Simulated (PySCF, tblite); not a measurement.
# C₃H₁₂BN₃Si: geometry, infrared bands and NMR shifts

Wanted: the infrared bands and NMR shifts of C₃H₁₂BN₃Si (`CN[B@@H-](CC#N)[NH2+][SiH3]`), by calculation.

Computed with tblite 0.8.0 and PySCF 2.14.0, with density-fitted response routines of our own, on a single molecule in the gas phase. Atoms are numbered from 0 throughout.

## Step 1: The molecule as given

20 atoms, charge 0, multiplicity 1; geometry from: force field or distance geometry start.

Bonds of the start (Å): C0–N1 1.46, N1–B2 1.54, B2–C3 1.64, C3–C4 1.45, C4–N5 1.17, B2–N6 1.54, N6–Si7 1.80, C0–H8 1.11, C0–H9 1.12, C0–H10 1.12, N1–H11 1.05, B2–H12 1.19, C3–H13 1.11, C3–H14 1.12, N6–H15 1.03, N6–H16 1.05, Si7–H17 1.46, Si7–H18 1.47, Si7–H19 1.47.

## Step 2: Geometry optimisation with GFN2-xTB

What the job is given:

```
{"job": {"kind": "relax", "xc": "GFN2-xTB", "basis": "xTB"}, "charge": 0, "multiplicity": 1}
C     -1.419100    -1.945500     0.153100
N     -0.608300    -0.944000     0.833100
B     -0.150000     0.191700    -0.108500
C     -1.259200     1.394200    -0.120600
C     -1.052000     2.287300    -1.242000
N     -0.892100     3.000700    -2.149400
N      1.213300     0.747700     0.344100
Si     2.521300    -0.457500     0.076700
H     -0.838100    -2.444700    -0.648200
H     -1.745200    -2.724800     0.882800
H     -2.345400    -1.480700    -0.278000
H     -1.166200    -0.551500     1.633500
H     -0.064300    -0.215700    -1.223000
H     -2.276300     0.960200    -0.185000
H     -1.186800     1.977100     0.832500
H      1.451400     1.607300    -0.179600
H      1.180600     0.981800     1.369300
H      3.800300     0.098300     0.503700
H      2.237900    -1.677300     0.854600
H      2.592900    -0.793700    -1.352200
```

Command:

```bash
$ OMP_NUM_THREADS=1 python probes_run.py task.json out
```

One launch serves the whole session: the jobs run in the order shown.

**Question.** This job is followed by: GFN2-xTB harmonic vibrations, gas phase; GIAO PBE0/pcSseg-1 NMR shielding, non-relativistic, gas phase. What will the session give for the following? strongest single infrared mode (GFN2-xTB); zero-point energy (GFN2-xTB); 13C shifts against TMS (PBE0/pcSseg-1); 1H shifts against TMS (PBE0/pcSseg-1); 15N shifts against NH3 (PBE0/pcSseg-1); 11B shifts against BF3·OEt2 (PBE0/pcSseg-1); 29Si shifts against TMS (PBE0/pcSseg-1).

The runs gave:

```
                                   quantity                                                                       value
  strongest single infrared mode (GFN2-xTB)                                                       2209 cm⁻¹, 461 km/mol
               zero-point energy (GFN2-xTB)                                                               95.4 kcal/mol
     13C shifts against TMS (PBE0/pcSseg-1)                                                        130.8, 38.0, 7.0 ppm
      1H shifts against TMS (PBE0/pcSseg-1)  8.29, 4.85, 4.70, 4.68, 4.66, 3.23, 3.20, 3.17, 2.64, 1.80, 1.78, 0.38 ppm
     15N shifts against NH3 (PBE0/pcSseg-1)                                                      284.9, 144.1, 17.5 ppm
11B shifts against BF3·OEt2 (PBE0/pcSseg-1)                                                                    33.6 ppm
    29Si shifts against TMS (PBE0/pcSseg-1)                                                                   -58.4 ppm
```

**Reading.** Relaxing lowered the energy by 0.940 eV in 294 steps; the close pair that moved most is B2–N6, from 1.540 to 4.103 Å. All 54 modes are real, so the xTB geometry is a minimum. The strongest single mode, at 2209 cm⁻¹, moves mainly H17. Unscaled tight-binding wavenumbers are off by several per cent, some by more. Its intensities can rank the bands wrongly. The structure rearranged or came apart on optimisation; the results belong to the end geometry, not to the formula as drawn. Shifts at one fixed geometry are not the observed spectrum, which averages over the motion. At PBE0/pcSseg-1: The largest span, 474 ppm, is at N5, where the paramagnetic term is -359 ppm.
